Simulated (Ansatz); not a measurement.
Working through a search for lower mean-field states of KSn

With the Python package of Ansatz (0.2.0).

The cells in order, each with its output:

**Cell 1**
```python
import ansatz as az
import numpy as np

geometry_ang = [
    ("K", (0.0, 0.0, 0.0)),
    ("Sn", (0.0, 0.0, 3.295)),
]
system = az.Crystal.molecule()
for symbol, xyz in geometry_ang:
    system = system.atom(symbol, xyz)
symbols = [site.symbol for site in system.cartesian_sites]
```

**Cell 2**
```python
start = np.array([site.position_ang for site in system.cartesian_sites])
for factor in [1.0, 1.5]:
    xyz = (start - start.mean(axis=0)) * factor
    scaled = az.Crystal.molecule()
    for symbol, place in zip(symbols, xyz):
        scaled = scaled.atom(symbol, place.tolist())
    model = (
        scaled.calculation()
        .basis(gaussian="def2-SVP")
        .functional("PBE0", dispersion="d4")
        .spin("collinear", total=1)
    )
    for search in ("off", "standard"):
        try:
            report = model.scf(lower_state_search=search).run(threads=1, pin="off").report
        except az.AnsatzError as error:
            print(f"x{factor} search {search}: {type(error).__name__}")
            continue
        state = report["mean_field"]["state"]
        print(f"all distances x{factor}, search {search:8s} E = {report['free_energy_ev']:.5f} eV  <S^2> = {abs(state['spin_squared']):.3f}  other states met: {len(report['mean_field']['others'])}")
```
Output:
```text
all distances x1.0, search off      E = -22148.49804 eV  <S^2> = 0.776  other states met: 0
all distances x1.0, search standard E = -22148.76574 eV  <S^2> = 1.609  other states met: 20
all distances x1.5, search off      E = -22148.13127 eV  <S^2> = 1.359  other states met: 0
all distances x1.5, search standard E = -22148.21805 eV  <S^2> = 1.638  other states met: 27
```

Reading the output:
- Total energies depend on the basis set; only differences at equal settings carry meaning.
- The count of other states can hold repeated and symmetry-equivalent ends of the search; scaling all distances is a test, and for more than two atoms no physical path.
- def2 sets replace the cores of elements past krypton by effective core potentials.
- The run takes the species as open-shell (spin multiplicity 2), which needn't be its ground state.
- The expectation value of S² is noticeably off S(S+1) in at least one run, so that state is spin-contaminated.
- The spin state was assumed, and another may lie lower.
- Run time: 70 s on 1 thread of Arm Neoverse V1, with other jobs on the host, peak memory 0.24 GiB.
